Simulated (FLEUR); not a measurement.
The system is Co, a slab with vacuum.

```
CELL_PARAMETERS angstrom
2.47056 0.00000 0.00000
-1.23528 2.13957 0.00000
0.00000 0.00000 23.08823
ATOMIC_POSITIONS crystal
Co 0.00000 0.00000 0.32484
Co 0.33333 0.66667 0.41242
Co 0.00000 0.00000 0.50000
Co 0.66667 0.33333 0.58758
Co 0.00000 0.00000 0.67516
```

The cell isn't the ideal one: the (0 0 1) slab of Co, cut from the database cell, not relaxed.

Base run:

- Program: FLEUR MaX-R8.1 (later development tree)
- Functional: PBE
- Potentials or basis: all-electron
- Basis: FLAPW
- Kmax: 4.64 1/bohr
- k mesh: 12 × 12 × 1
- Occupations: fermi-dirac, width 0.05 eV
- Spin: collinear spin, ferromagnetic start
- Starting moments: [2.0, 2.0, 2.0, 2.0, 2.0] μB

Its results: band gap on the k mesh none (metal or under the smearing width); net moment 8.45 μB per cell; site moments Co +1.80, +1.75, +1.71 μB.

Question: The run is repeated on the same cell with these changes: k mesh from 12 × 12 × 1 to 8 × 8 × 1; spin from collinear spin, ferromagnetic start to collinear spin, ferromagnetic start, spin-orbit coupling. What comes out?

Answer: Band gap on the k mesh none (metal or under the smearing width); net moment 8.23 μB per cell; site moments Co +1.78, +1.71, +1.66 μB.

Several settings changed at once, so the effect can't be laid on one alone.

Caveats: some runs use coarse meshes; spin-orbit coupling is added in second variation on a limited number of bands (some runs).
